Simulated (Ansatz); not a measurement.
# C3H8AlClO: a ladder of functionals and wavefunction methods

The task here is to estimate one member of a computed series from the others.

The runs use Ansatz 0.2.0, Gaussian basis; functionals in def2-TZVPP, the program's frozen cores in correlated methods.

Plan: LDA (SPW92), PBE-D4, revPBE-D4, BLYP-D4, r2SCAN-D4, B97M-V, PBE0-D4, B3LYP-D4, r2SCANh-D4, r2SCAN0-D4, HSE06-D4, BHLYP-D4, CAM-B3LYP-D4, LC-ωPBE, ωB97X-V, ωB97M-V, B2PLYP, PBE-QIDH; CCSD(T)/def2-SVP; CCSD(T)/def2-TZVPP; MP2/def2-QZVPP; extrapolation to the limit; RPA on PBE.

**Structure used throughout**

All runs share one geometry, relaxed beforehand with PBE0-D4 in a triple-zeta def2 set.

SMILES `CC(C)[O][AlH][Cl]`, 14 atoms, charge 0, spin multiplicity 1.

Atoms are counted from 1 here; the program's logs count them from 0.

Bond lengths: C1–C2 1.515 Å, C1–H7 1.093 Å, C1–H8 1.092 Å, C1–H9 1.093 Å, C2–C3 1.515 Å, C2–O4 1.413 Å, C2–H10 1.099 Å, C3–H11 1.093 Å, C3–H12 1.093 Å, C3–H13 1.092 Å, O4–Al5 1.673 Å, Al5–Cl6 2.098 Å, Al5–H14 1.564 Å. Angles: C2–C1–H7 110.1°, C2–C1–H8 110.7°, C2–C1–H9 110.8°, H7–C1–H8 108.3°, H7–C1–H9 108.6°, H8–C1–H9 108.3°, C1–C2–C3 112.1°, C1–C2–O4 109.0°, C1–C2–H10 108.7°, C3–C2–O4 109.0°, C3–C2–H10 108.7°, O4–C2–H10 109.3°, C2–C3–H11 110.1°, C2–C3–H12 110.7°, C2–C3–H13 110.7°, H11–C3–H12 108.6°, H11–C3–H13 108.3°, H12–C3–H13 108.3° and more.

Set-up of the first run:

in.yaml

```yaml
crystal:
  periodic: [false, false, false]
  atoms:
    - {symbol: C, position_ang: [0.108934, -1.649543, -0.091385]}
    - {symbol: C, position_ang: [0.312604, -0.148531, -0.130072]}
    - {symbol: C, position_ang: [0.502464, 0.364898, -1.542913]}
    - {symbol: O, position_ang: [-0.814273, 0.484128, 0.441326]}
    - {symbol: Al, position_ang: [-1.100524, 1.463030, 1.767308]}
    - {symbol: Cl, position_ang: [0.508666, 1.985127, 3.007482]}
    - {symbol: H, position_ang: [-0.785391, -1.921985, -0.657309]}
    - {symbol: H, position_ang: [-0.015843, -1.996430, 0.936615]}
    - {symbol: H, position_ang: [0.966964, -2.167971, -0.525682]}
    - {symbol: H, position_ang: [1.207341, 0.100422, 0.458349]}
    - {symbol: H, position_ang: [-0.381247, 0.141436, -2.145803]}
    - {symbol: H, position_ang: [1.371079, -0.103644, -2.011489]}
    - {symbol: H, position_ang: [0.654537, 1.446322, -1.543996]}
    - {symbol: H, position_ang: [-2.548211, 1.973542, 2.066270]}
basis:
  gaussian: {orbitals: def2-TZVPP}
hamiltonian: {xc: lda}
output: {orbitals: {seedname: orbitals}}
```

Launch:

```sh
> ansatz run in.yaml --threads 2 --pin off --events-out ev --progress --plain --max-ram 32768MiB --backend cpu
```

Among the steps run: LDA; PBE-D4 (GGA); revPBE-D4 (GGA); BLYP-D4 (GGA); r2SCAN-D4 (meta-GGA); B97M-V (meta-GGA); PBE0-D4 (hybrid); B3LYP-D4 (hybrid); r2SCANh-D4 (hybrid); r2SCAN0-D4 (hybrid); HSE06-D4 (hybrid); BHLYP-D4 (hybrid); CAM-B3LYP-D4 (range-separated); LC-ωPBE (range-separated); ωB97X-V (range-separated); ωB97M-V (range-separated); B2PLYP (double hybrid); PBE-QIDH (double hybrid).

One table of the session follows, with a row left open; its other results are not shown here.

It belongs to the step «Frontier levels by functional». 

```
  functional  HOMO (eV)  gap (eV)
 LDA (SPW92)      -7.05      5.32
      PBE-D4          ?         ?
   revPBE-D4      -6.82      5.45
     BLYP-D4      -6.79      5.42
   r2SCAN-D4      -7.20      6.07
      B97M-V      -7.33      5.97
     PBE0-D4      -8.36      7.64
    B3LYP-D4      -8.12      7.20
  r2SCANh-D4      -7.75      6.87
  r2SCAN0-D4      -8.58      8.07
    HSE06-D4      -7.95      6.87
    BHLYP-D4      -9.77      9.81
CAM-B3LYP-D4      -9.81     10.01
     LC-ωPBE     -11.17     12.49
     ωB97X-V     -10.82     12.00
     ωB97M-V     -10.75     11.63
```

Q: Estimate the row for PBE-D4 from the others.

As computed: HOMO (eV): -6.90; gap (eV): 5.41. In the column «HOMO (eV)» it lies between LDA (SPW92) (-7.05) and revPBE-D4 (-6.82).
